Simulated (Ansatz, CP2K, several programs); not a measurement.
## As2S2Te (tetradymite): methods side by side

As2S2Te built on the tetradymite prototype, relaxed with r2SCAN+rVV10 in Ansatz, was computed with several methods. Space group R-3m (No. 166), trigonal; a = 3.767 Å, c = 27.805 Å in the conventional setting, 22.77 Å³ an atom. Around As lie 3 S at 2.53 Å and 3 Te at 2.93 Å; around S lie 3 As at 2.53 Å; around Te lie 6 As at 2.93 Å. These are computed values for a spin-unpolarised cell that may be hypothetical; none is a measurement.

```xyz
5
Lattice="1.8833 1.0873 9.2682 -1.8833 1.0873 9.2682 0.0000 -2.1746 9.2682" Properties=species:S:1:pos:R:3 pbc="T T T"
As    0.0000    0.0000   11.2370
As    0.0000    0.0000   16.5676
S     0.0000    0.0000    6.0120
S     0.0000    0.0000   21.7926
Te    0.0000    0.0000    0.0000
```

Gaps and times are for a single point on this cell; volume and bulk modulus come from each method's own relaxation or energy curve at fixed shape, which is too stiff where a cell has free coordinates or axes. Times are rough, from shared hosts (Arm Neoverse V1), and each method has its own mesh and cell size. A double dagger marks a value from a curve with shape and coordinates held. Gaps from k meshes are read at a limited set of points (mesh, symmetry points, PBE's band edges), so each method's own least gap may be somewhat smaller. Minimal bases can be far off for gaps. Curves at held shape can't give the bulk modulus of a layered or molecular crystal, so none is listed. d marks a direct gap, i an indirect one (no mark: not told apart), a dash a value that wasn't computed or didn't pass its checks.

```csv
method,kind,gap (eV),own volume (Å³/atom),bulk modulus (GPa),atoms computed,processor time
"light PBE (260 eV, its own mesh)",light plane-wave,0.61 d,–,–,5,3.5 s
PBE,semilocal,0.61 d,–,–,5,19 s
PBE/SZV (CP2K),small basis,0.25 i,–,–,5,41 s
r2SCAN,semilocal,0.69 d,–,–,5,48 s
PBE/DZVP (CP2K),small basis,0.56 d,23.61‡,–,5,67 s
```

Against r2SCAN (0.69 eV) the nearest gap at the points sampled is that of light PBE (260 eV, its own mesh) (-0.08 eV) and the farthest that of PBE/SZV (CP2K) (-0.43 eV). r2SCAN is only a yardstick of convenience: semilocal gaps usually lie below measured ones, which GLLB-SC and hybrids aim to mend.

Runs without a result: GLLB-SC (GPAW) (single point, out of time).

Spin-orbit coupling is left out, which matters wherever the heavy atoms make up the band edges.
